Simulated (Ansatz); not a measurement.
# CH5FInNO: ionisation energy by level of theory

The task here is to estimate one member of a computed series from the others.

The runs use Ansatz 0.2.0, Gaussian basis; unrestricted cation, the program's frozen cores in correlated methods.

The runs, in order: UKS PBE-D4/def2-TZVPP; UKS r2SCAN-D4/def2-TZVPP; UKS PBE0-D4/def2-TZVPP; UKS B3LYP-D4/def2-TZVPP; UKS wB97X-V/def2-TZVPP; UKS wB97M-V/def2-TZVPP; UKS B2PLYP/def2-TZVPP; UHF-CCSD(T)/def2-TZVPP; UHF-MP2/def2-QZVPP; extrapolation to the limit; then −ε(HOMO) from the neutral's earlier runs with LDA (SPW92), PBE-D4, revPBE-D4, BLYP-D4, r2SCAN-D4, B97M-V, PBE0-D4, B3LYP-D4, r2SCANh-D4, r2SCAN0-D4, HSE06-D4, BHLYP-D4, CAM-B3LYP-D4, LC-ωPBE, ωB97X-V, ωB97M-V.

1 further run of the same task is left out (for a known fault of the program).

## The geometry

The geometry comes from an earlier relaxation with PBE0-D4 in a triple-zeta def2 set; it is a stationary point, not always the lowest conformer. In takes the def2 core potential; no spin-orbit term is included.

10 atoms, charge 0, spin multiplicity 1.

Atoms are counted from 1 here; the program's logs count them from 0.

Bond lengths: C1–O2 1.410 Å, C1–H6 1.096 Å, C1–H7 1.097 Å, C1–H8 1.095 Å, O2–In3 1.961 Å, In3–N4 2.001 Å, In3–F5 1.956 Å, N4–H9 1.011 Å, N4–H10 1.011 Å. Angles: O2–C1–H6 113.5°, O2–C1–H7 110.7°, O2–C1–H8 108.6°, H6–C1–H7 107.9°, H6–C1–H8 108.0°, H7–C1–H8 108.0°, C1–O2–In3 121.6°, O2–In3–N4 130.4°, O2–In3–F5 110.9°, N4–In3–F5 118.2°, In3–N4–H9 114.9°, In3–N4–H10 113.5°, H9–N4–H10 108.9°.

Set-up of the first run:

in.yaml reads:

```yaml
crystal:
  periodic: [false, false, false]
  atoms:
    - {symbol: C, position_ang: [-1.144023, 1.263941, 1.243234]}
    - {symbol: O, position_ang: [-0.589063, -0.010831, 1.006249]}
    - {symbol: In, position_ang: [0.427721, -0.403475, -0.624302]}
    - {symbol: N, position_ang: [1.254324, -2.112145, -1.256228]}
    - {symbol: F, position_ang: [0.376722, 1.111040, -1.861618]}
    - {symbol: H, position_ang: [-1.271694, 1.861793, 0.333730]}
    - {symbol: H, position_ang: [-0.516295, 1.836365, 1.936927]}
    - {symbol: H, position_ang: [-2.128819, 1.136071, 1.705454]}
    - {symbol: H, position_ang: [1.622244, -2.704249, -0.523998]}
    - {symbol: H, position_ang: [1.968883, -1.978519, -1.959457]}
basis:
  gaussian: {orbitals: def2-TZVPP}
total_charge: 1
magnetization: {spin_polarized: true, initial_magnetization: 1}
hamiltonian: {xc: pbe, dispersion: d4}
```

Started as:

```console
$ ansatz run in.yaml --threads 2 --pin off --events-out ev --progress --plain --max-ram 22528MiB --backend cpu
```

Among the steps run: Cation, UKS PBE-D4/def2-TZVPP; Cation, UKS r2SCAN-D4/def2-TZVPP; Cation, UKS PBE0-D4/def2-TZVPP; Cation, UKS B3LYP-D4/def2-TZVPP; Cation, UKS wB97X-V/def2-TZVPP; Cation, UKS wB97M-V/def2-TZVPP; Cation, UKS B2PLYP (frozen core)/def2-TZVPP; Cation, UHF-CCSD(T)/def2-TZVPP; Cation, UHF-MP2/def2-QZVPP.

One of the session's tables, all rows but one given; the rest of the session is left out.

For comparison, −ε(HOMO) of the neutral from earlier runs:

```
  functional  −ε(HOMO) (eV)
 LDA (SPW92)           6.35
      PBE-D4           6.16
   revPBE-D4           6.09
     BLYP-D4           6.08
   r2SCAN-D4           6.47
      B97M-V              ?
     PBE0-D4           7.67
    B3LYP-D4           7.45
  r2SCANh-D4           7.04
  r2SCAN0-D4           7.90
    HSE06-D4           7.27
    BHLYP-D4           9.13
CAM-B3LYP-D4           9.13
     LC-ωPBE          10.47
     ωB97X-V          10.13
     ωB97M-V          10.06
```

Q: Estimate the row for B97M-V from the others.

The run gave: −ε(HOMO) (eV): 6.56. In the column «−ε(HOMO) (eV)» it lies between r2SCAN-D4 (6.47) and r2SCANh-D4 (7.04).
